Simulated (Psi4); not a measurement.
**triplet WO3 at 5 levels**

We compute a comparison of 5 runs (UBHLYP/def2-SVPD, UCAM-B3LYP/def2-SVPD, UM06-2X/def2-SVPD, UM06-L/def2-SVPD, UPBE0/def2-SVPD) of triplet WO3. 

The results are computed with Psi4 1.11.

1 further run of the same task is left out (set aside as unsound or not needed).

## (1) The system as given

WO3 has 4 atoms, charge 0, and is taken as a triplet. As SMILES of the parent species, `[O]=[W](=[O])=[O]`. The shape is that of a PBE0-D4/def2-TZVP optimisation. That shape belongs to the parent species and isn't relaxed for this state.

Bond lengths: O1–W2 1.716 Å, W2–O3 1.716 Å, W2–O4 1.716 Å. Angles: O1–W2–O3 107.5°, O1–W2–O4 107.5°, O3–W2–O4 107.5°.

## (2) The energy at UBHLYP/def2-SVPD (core potential) (run 1)

File job.json:

```json
{
 "schema_name": "qcschema_input",
 "schema_version": 1,
 "molecule": {
  "schema_name": "qcschema_molecule",
  "schema_version": 2,
  "symbols": ["O", "W", "O", "O"],
  "geometry": [-0.44880995, 0.50115537, 2.93852412, -0.69239565, -0.5361153, -0.12321014, 2.02521949, -2.16052388, -0.81995217, -0.77894511, 2.08153333, -2.03391223],
  "molecular_charge": 0,
  "molecular_multiplicity": 3,
  "fix_symmetry": "c1"
 },
 "driver": "energy",
 "model": {
  "method": "bhhlyp",
  "basis": "def2-SVPD"
 },
 "keywords": {
  "reference": "uks",
  "puream": true,
  "e_convergence": 1e-09,
  "d_convergence": 1e-08,
  "scf_type": "pk",
  "dft_radial_points": 99,
  "dft_spherical_points": 590,
  "maxiter": 100,
  "scf_properties": ["QUADRUPOLE", "MAYER_INDICES", "WIBERG_LOWDIN_INDICES"]
 }
}
```

Command:

```bash
$ psi4 --qcschema job.json -n 1 --memory 1600MB
```

stdout:

```text
[...]
    !!!  WARNING: ECP capability is in beta. Please check occupations closely.  !!!
[...]
  Running in c1 symmetry.
[...]
  Nuclear repulsion =  140.368928882041814
[...]
  Multiplicity = 3
[...]
  Nalpha       = 20
  Nbeta        = 18
[...]
    Number of basis functions: 104
[...]
   @UKS iter   1:  -291.46730238214133   -7.00401e-01   1.25204e-02 DIIS/ADIIS
[...]
   @UKS iter  33:  -292.31575641579980   -2.31921e-11   9.40416e-09 DIIS
[...]
   @S^2 Observed:                2.075825278E+00
[...]
    Orbital Energies [Eh]
    ---------------------
    Alpha Occupied:
       1A    -19.793306     2A    -19.793233     3A    -19.711414
       4A     -3.281138     5A     -1.888935     6A     -1.880677
       7A     -1.869372     8A     -1.144248     9A     -1.125712
      10A     -1.038194    11A     -0.603774    12A     -0.561990
      13A     -0.536898    14A     -0.534298    15A     -0.522569
      16A     -0.521389    17A     -0.449302    18A     -0.425897
      19A     -0.411494    20A     -0.303661
    Alpha Virtual:
      21A     -0.051762    22A     -0.042782    23A     -0.001973
      24A      0.023829    25A      0.036202    26A      0.045543
[...]
  @UKS Final Energy:  -292.31575641579980
   => Energetics <=
    Nuclear Repulsion Energy =            140.3689288820418142
    One-Electron Energy =                -701.5011225054229271
    Two-Electron Energy =                 286.0885495086888000
    DFT Exchange-Correlation Energy =     -17.2721123011075051
    Empirical Dispersion Energy =           0.0000000000000000
    VV10 Nonlocal Energy =                  0.0000000000000000
    Total Energy =                       -292.3157564157997967
[...]
 Multipole Moments:
 ------------------------------------------------------------------------------------
     Multipole            Electronic (a.u.)      Nuclear  (a.u.)        Total (a.u.)
 ------------------------------------------------------------------------------------
 L = 1.  Multiply by 2.5417464519 to convert [e a0] to [Debye]
 Dipole X            :        -16.2034557           15.4639476           -0.7395081
 Dipole Y            :        -11.6207162           10.9229633           -0.6977530
 Dipole Z            :         -3.1759201            2.4438160           -0.7321041
 Magnitude           :                                                    1.2528798
 L = 2.  Multiply by 1.3450342976 to convert [e a0^2] to [Debye ang]
 Quadrupole XX       :        -81.4434327           51.9933696          -29.4500631
 Quadrupole XY       :         41.7234203          -40.4929713            1.2304490
[...]
```

The result, in JSON:

```text
{
 "driver": "energy",
 "model": {
  "method": "bhhlyp",
  "basis": "def2-SVPD"
 },
 "success": true,
 "return_result": -292.3157564157998,
 "properties": {
  "calcinfo_nbasis": 104,
  "calcinfo_nmo": 104,
  "calcinfo_nalpha": 20,
  "calcinfo_nbeta": 18,
  "calcinfo_natom": 4,
  "nuclear_repulsion_energy": 140.3689288820418,
  "return_energy": -292.3157564157998,
  "scf_one_electron_energy": -701.5011225054229,
  "scf_two_electron_energy": 286.0885495086888,
  "scf_xc_energy": -17.272112301107505,
  "scf_dipole_moment": [-0.7395080980879012, -0.6977529665290128, -0.7321041322047677],
  "scf_total_energy": -292.3157564157998,
  "scf_iterations": 33
 }
}
```

Wall time 47 s (1 thread of Intel Xeon 6975P-C (Granite Rapids), shared host); peak memory 0.65 GiB.

## (3) Energy and gradient at UCAM-B3LYP/def2-SVPD (core potential) (run 2)

File o3w.xyz:

```xyz
4
O3W
O     -0.237500     0.265200     1.555000
W     -0.366400    -0.283700    -0.065200
O      1.071700    -1.143300    -0.433900
O     -0.412200     1.101500    -1.076300
```

File run.py:

```python
import psi4

psi4.set_memory('1600 MB')
psi4.set_num_threads(1)
psi4.core.set_output_file('o3w.out', False)

with open('o3w.xyz') as f:
    atoms = ''.join(f.readlines()[2:])
m = psi4.geometry('0 3\n' + atoms + 'symmetry c1')

psi4.set_options({
    'basis': 'def2-SVPD',
    'reference': 'uks',
    'puream': True,
    'e_convergence': 1e-09,
    'd_convergence': 1e-08,
    'scf_type': 'pk',
    'dft_radial_points': 99,
    'dft_spherical_points': 590,
    'maxiter': 100,
})

E, wfn = psi4.gradient('cam-b3lyp', molecule=m, return_wfn=True)
psi4.oeprop(wfn, 'DIPOLE', 'LOWDIN_CHARGES', 'QUADRUPOLE')
print('gradient / Eh bohr^-1')
print(E.np.round(6))
print(f'energy = {wfn.energy():.10f} Eh')
for k, v in sorted(psi4.core.scalar_variables().items()):
    print(f'{k:45s} {v:18.10f}')
```

Command:

```bash
$ python run.py
```

o3w.out:

```text
[...]
    !!!  WARNING: ECP capability is in beta. Please check occupations closely.  !!!
[...]
  Running in c1 symmetry.
[...]
  Nuclear repulsion =  140.368928856597250
[...]
  Multiplicity = 3
[...]
  Nalpha       = 20
  Nbeta        = 18
[...]
    Number of basis functions: 104
[...]
   @UKS iter   1:  -291.72250505694603   -4.65563e-01   1.23456e-02 ADIIS/DIIS
[...]
   @UKS iter  34:  -292.46169087532638   -8.96989e-11   9.32499e-09 DIIS
[...]
   @S^2 Observed:                2.039460611E+00
[...]
  @UKS Final Energy:  -292.46169087532638
   => Energetics <=
    Nuclear Repulsion Energy =            140.3689288565972504
    One-Electron Energy =                -701.4869481293842455
    Two-Electron Energy =                 292.8122222254513645
    DFT Exchange-Correlation Energy =     -24.1558938279907345
    Empirical Dispersion Energy =           0.0000000000000000
    VV10 Nonlocal Energy =                  0.0000000000000000
    Total Energy =                       -292.4616908753263829
[...]
  -Total Gradient:
     Atom            X                  Y                   Z
    ------   -----------------  -----------------  -----------------
       1        0.002387969826    -0.023991870440    -0.066122644029
       2       -0.018152426762     0.075125488549     0.025013330133
       3        0.006331251413     0.006531083487     0.001627320512
       4        0.009437381633    -0.057603455747     0.039511800010
[...]
 Multipole Moments:
 ------------------------------------------------------------------------------------
     Multipole            Electronic (a.u.)      Nuclear  (a.u.)        Total (a.u.)
 ------------------------------------------------------------------------------------
 L = 1.  Multiply by 2.5417464519 to convert [e a0] to [Debye]
 Dipole X            :        -16.5764332           15.4639477           -1.1124855
 Dipole Y            :        -11.0821285           10.9229633           -0.1591652
 Dipole Z            :         -2.4211481            2.4438161            0.0226680
 Magnitude           :                                                    1.1240425
 L = 2.  Multiply by 1.3450342976 to convert [e a0^2] to [Debye ang]
 Quadrupole XX       :        -83.0433065           51.9933696          -31.0499369
 Quadrupole XY       :         42.3838711          -40.4929712            1.8908999
[...]
```

The script printed:

```text
gradient / Eh bohr^-1
[[ 0.002388 -0.023992 -0.066123]
 [-0.018152  0.075125  0.025013]
 [ 0.006331  0.006531  0.001627]
 [ 0.009437 -0.057603  0.039512]]
energy = -292.4616908753 Eh
CURRENT ENERGY                                   -292.4616908753
CURRENT REFERENCE ENERGY                         -292.4616908753
DD SOLVATION ENERGY                                 0.0000000000
DFT FUNCTIONAL TOTAL ENERGY                      -292.4616908753
DFT TOTAL ENERGY                                 -292.4616908753
DFT VV10 ENERGY                                     0.0000000000
DFT XC ENERGY                                     -24.1558938280
GRID ELECTRONS ALPHA                               19.9999991317
GRID ELECTRONS BETA                                17.9999995233
GRID ELECTRONS TOTAL                               37.9999986550
NUCLEAR REPULSION ENERGY                          140.3689288566
ONE-ELECTRON ENERGY                              -701.4869481294
PCM POLARIZATION ENERGY                             0.0000000000
PE ENERGY                                           0.0000000000
SCF ITERATION ENERGY                             -292.4616908753
SCF ITERATIONS                                     34.0000000000
SCF TOTAL ENERGY                                 -292.4616908753
TWO-ELECTRON ENERGY                               292.8122222255
XC GRID RADIAL POINTS                              99.0000000000
XC GRID SPHERICAL POINTS                          590.0000000000
XC GRID TOTAL POINTS                           226265.0000000000
```

Run time: 71 s. Hardware: 1 thread of Intel Xeon 6975P-C (Granite Rapids), shared host; peak memory 0.76 GiB.

Run 3 isn't shown in full; the table further down has it.

## (4) Energy and forces at UM06-L/def2-SVPD (core potential) (run 4)

File calc.py:

```python
import psi4

psi4.set_memory(1600000000)
psi4.set_num_threads(1)
psi4.core.set_output_file('output.dat', False)

molecule = psi4.geometry("""
0 3
O     -0.237500     0.265200     1.555000
W     -0.366400    -0.283700    -0.065200
O      1.071700    -1.143300    -0.433900
O     -0.412200     1.101500    -1.076300
units angstrom
symmetry c1
""")

psi4.set_options({
    'basis': 'def2-SVPD',
    'reference': 'uks',
    'puream': True,
    'e_convergence': 1e-09,
    'd_convergence': 1e-08,
    'scf_type': 'pk',
    'dft_radial_points': 99,
    'dft_spherical_points': 590,
    'maxiter': 100,
})

E, wfn = psi4.gradient("m06-l", return_wfn=True)
psi4.oeprop(wfn, "LOWDIN_CHARGES", "MULLIKEN_CHARGES", "WIBERG_LOWDIN_INDICES", title="M06-L")
print('gradient / Eh bohr^-1')
print(E.np.round(6))
print(f'energy = {wfn.energy():.10f} Eh')
```

Command:

```bash
$ python calc.py
```

output.dat:

```text
[...]
  Running in c1 symmetry.
[...]
  Nuclear repulsion =  140.368928856597250
[...]
  Multiplicity = 3
[...]
  Nalpha       = 20
  Nbeta        = 18
[...]
    Number of basis functions: 104
[...]
   @UKS iter   1:  -291.79881278147496   -1.71197e-01   1.32509e-02 ADIIS/DIIS
[...]
   @UKS iter  22:  -292.60838330972911   -2.27374e-11   9.29821e-09 DIIS
[...]
   @S^2 Observed:                2.019822977E+00
[...]
  @UKS Final Energy:  -292.60838330972911
   => Energetics <=
    Nuclear Repulsion Energy =            140.3689288565972504
    One-Electron Energy =                -701.8518195428920308
    Two-Electron Energy =                 302.1267656798975167
    DFT Exchange-Correlation Energy =     -33.2522583033318426
    Empirical Dispersion Energy =           0.0000000000000000
    VV10 Nonlocal Energy =                  0.0000000000000000
    Total Energy =                       -292.6083833097291063
[...]
 Multipole Moments:
 ------------------------------------------------------------------------------------
     Multipole            Electronic (a.u.)      Nuclear  (a.u.)        Total (a.u.)
 ------------------------------------------------------------------------------------
 L = 1.  Multiply by 2.5417464519 to convert [e a0] to [Debye]
 Dipole X            :        -16.2029845           15.4639477           -0.7390368
 Dipole Y            :        -11.4446215           10.9229633           -0.5216582
 Dipole Z            :         -2.5606801            2.4438161           -0.1168641
 Magnitude           :                                                    0.9121184
[...]
  -Total Gradient:
     Atom            X                  Y                   Z
    ------   -----------------  -----------------  -----------------
       1       -0.000033678270    -0.016597588594    -0.057870768892
       2        0.043420229257     0.030680012175     0.006888131325
       3       -0.047379549039     0.034385950778     0.013972123303
       4        0.006344403243    -0.046751456268     0.037386496896
[...]
  Mulliken Charges: (a.u.)
   Center  Symbol    Alpha    Beta     Spin     Total
       1     O     4.49364  4.06437  0.42927 -0.55801
       2     W     6.51878  5.80696  0.71182  1.67426
       3     O     4.49369  4.06449  0.42920 -0.55818
       4     O     4.49389  4.06418  0.42971 -0.55808
   Total alpha = 20.00000, Total beta = 18.00000, Total charge = -0.00000
  Lowdin Charges: (a.u.)
   Center  Symbol    Alpha    Beta     Spin     Total
       1     O     4.40964  3.97026  0.43938 -0.37990
       2     W     6.77096  6.08934  0.68162  1.13969
[...]
```

Standard output:

```text
gradient / Eh bohr^-1
[[-3.4000e-05 -1.6598e-02 -5.7871e-02]
 [ 4.3420e-02  3.0680e-02  6.8880e-03]
 [-4.7380e-02  3.4386e-02  1.3972e-02]
 [ 6.3440e-03 -4.6751e-02  3.7386e-02]]
energy = -292.6083833097 Eh
```

Wall time 77 s (1 thread of Intel Xeon 6975P-C (Granite Rapids), shared host); peak memory 0.7 GiB.

## (5) Energy and forces at UPBE0/def2-SVPD (core potential) (run 5)

File job.py:

```python
import psi4

psi4.set_memory(1600000000)
psi4.set_num_threads(1)
psi4.set_output_file('output.dat', False)

molecule = psi4.geometry("""
0 3
O     -0.237500     0.265200     1.555000
W     -0.366400    -0.283700    -0.065200
O      1.071700    -1.143300    -0.433900
O     -0.412200     1.101500    -1.076300
symmetry c1
no_reorient
no_com
""")

options = {'reference': 'uks', 'puream': True, 'e_convergence': 1e-09, 'd_convergence': 1e-08, 'scf_type': 'pk', 'dft_radial_points': 99, 'dft_spherical_points': 590, 'maxiter': 100}
psi4.set_options(options)

e = psi4.gradient("pbe0/def2-SVPD", molecule=molecule)
print('gradient / Eh bohr^-1')
print(e.np.round(6))
```

Command:

```bash
$ python job.py
```

output.dat:

```text
[...]
    !!!  WARNING: ECP capability is in beta. Please check occupations closely.  !!!
[...]
  Running in c1 symmetry.
[...]
  Nuclear repulsion =  140.368928856597250
[...]
  Multiplicity = 3
[...]
  Nalpha       = 20
  Nbeta        = 18
[...]
    Number of basis functions: 104
[...]
   @UKS iter   1:  -291.53979844564577   -4.32211e-01   1.29379e-02 DIIS/ADIIS
[...]
   @UKS iter  32:  -292.33960368761552   -1.93268e-12   5.84951e-09 DIIS
[...]
   @S^2 Observed:                2.033259038E+00
[...]
  @UKS Final Energy:  -292.33960368761552
   => Energetics <=
    Nuclear Repulsion Energy =            140.3689288565972504
    One-Electron Energy =                -701.5761238750520761
    Two-Electron Energy =                 293.9883245352724543
    DFT Exchange-Correlation Energy =     -25.1207332044330940
    Empirical Dispersion Energy =           0.0000000000000000
    VV10 Nonlocal Energy =                  0.0000000000000000
    Total Energy =                       -292.3396036876155222
[...]
 Multipole Moments:
 ------------------------------------------------------------------------------------
     Multipole            Electronic (a.u.)      Nuclear  (a.u.)        Total (a.u.)
 ------------------------------------------------------------------------------------
 L = 1.  Multiply by 2.5417464519 to convert [e a0] to [Debye]
 Dipole X            :          2.6729074           -3.3138237           -0.6409164
 Dipole Y            :          3.5425679           -4.1282957           -0.5857278
 Dipole Z            :          0.4784984           -1.0476642           -0.5691658
 Magnitude           :                                                    1.0381718
[...]
  -Total Gradient:
     Atom            X                  Y                   Z
    ------   -----------------  -----------------  -----------------
       1        0.006102791570     0.002947620500    -0.003822301044
       2        0.042997510395     0.011402924839    -0.059813065068
       3       -0.053137769005     0.036119087858     0.019416502360
       4        0.004046578093    -0.050406049921     0.044242516493
[...]
```

Standard output:

```text
gradient / Eh bohr^-1
[[ 0.006103  0.002948 -0.003822]
 [ 0.042998  0.011403 -0.059813]
 [-0.053138  0.036119  0.019417]
 [ 0.004047 -0.050406  0.044243]]
```

Run time: 51 s. Hardware: 1 thread of Intel Xeon 6975P-C (Granite Rapids), shared host; peak memory 0.65 GiB.

## (6) Overview of the runs

```
run                                  level      task  energy (Eh)  dipole moment (D)  HOMO energy (eV)  LUMO energy (eV)  wall time
  1      UBHLYP/def2-SVPD (core potential)    energy  -292.315756               3.18             -8.26             -5.61       47 s
  2  UCAM-B3LYP/def2-SVPD (core potential)  gradient  -292.461691               2.86             -8.43             -6.13       71 s
  3     UM06-2X/def2-SVPD (core potential)    energy  -292.358391               2.86             -8.23             -6.29    1.7 min
  4      UM06-L/def2-SVPD (core potential)  gradient  -292.608383               2.32             -5.81                 –       77 s
  5       UPBE0/def2-SVPD (core potential)  gradient  -292.339604               2.64             -7.07                 –       51 s
```

## (7) Outcome

```
                                 quantity          value
                      run 5: total energy  -292.33960 Eh
                     run 5: dipole moment         2.64 D
run 5: HOMO energy (highest over α and β)       -7.07 eV
                              run 5: ⟨S²⟩          2.033
          run 5: largest force on an atom     3.833 eV/Å
```

What this shows: The dipole moment (its size) runs from 2.32 D (UM06-L/def2-SVPD) to 3.18 D (UBHLYP/def2-SVPD). Totals of different functionals can't be ranked against each other. All runs together took 5.8 min, the longest 1.7 min.
